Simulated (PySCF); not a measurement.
# C2H13NOSi4: the cost of one run

Programs: PySCF 2.14.0, with density-fitted response routines of our own. Each step states its level of theory. These are calculated values for one molecule in the gas phase, unless marked as measured. Atoms count from 0, in the outputs and in this text.

## 1. Starting geometry

21 atoms, charge 0, multiplicity 1; geometry from: GFN2-xTB.

Bonds of the start (Å): C0–C1 1.32, C1–Si2 1.88, Si2–O3 1.61, O3–Si4 1.64, Si4–N5 1.72, Si4–Si6 2.30, Si6–Si7 2.32, C0–H8 1.08, C0–H9 1.08, C1–H10 1.08, Si2–H11 1.46, Si2–H12 1.47, Si4–H13 1.47, N5–H14 1.01, N5–H15 1.01, Si6–H16 1.48, Si6–H17 1.48, Si7–H18 1.47, Si7–H19 1.47, Si7–H20 1.47.

## 2. NMR shieldings: PBE0/pcSseg-1

What the job is given:

```
{"job": {"kind": "nmr", "xc": "PBE0", "basis": "pcSseg-1"}, "charge": 0, "multiplicity": 1}
C     -2.771316     1.583135    -0.027628
C     -3.147905     0.579168    -0.803186
Si    -2.200115    -1.033830    -1.019468
O     -0.976078    -1.121041     0.030298
Si     0.252240    -0.605188     0.983962
N      1.381670    -1.866048     1.310729
Si     1.383714     1.064842    -0.123869
Si     3.403527     0.458255    -1.086068
H     -1.861614     1.532872     0.552111
H     -3.340274     2.496251     0.070208
H     -4.070721     0.681417    -1.362473
H     -3.048040    -2.187267    -0.712422
H     -1.614341    -1.105135    -2.363332
H     -0.391513    -0.376480     2.281096
H      1.070763    -2.682970     1.811140
H      2.059706    -2.137707     0.617499
H      1.605604     2.199205     0.795418
H      0.528341     1.668749    -1.168229
H      4.351272    -0.081498    -0.103190
H      4.117759     1.547078    -1.760774
H      3.258401    -0.596865    -2.099166
```

Method: GIAO PBE0/pcSseg-1 NMR shielding, non-relativistic, gas phase.

On the command line:

```console
$ OMP_NUM_THREADS=1 python probes_run.py task.json out
```

This one command runs all jobs of the session in turn.

**Question.** How long does this job take on 1 thread of Intel Xeon at 2.50GHz, shared host, and how much memory does it need?

About 2.2 min, with a peak of 1.1 GiB.
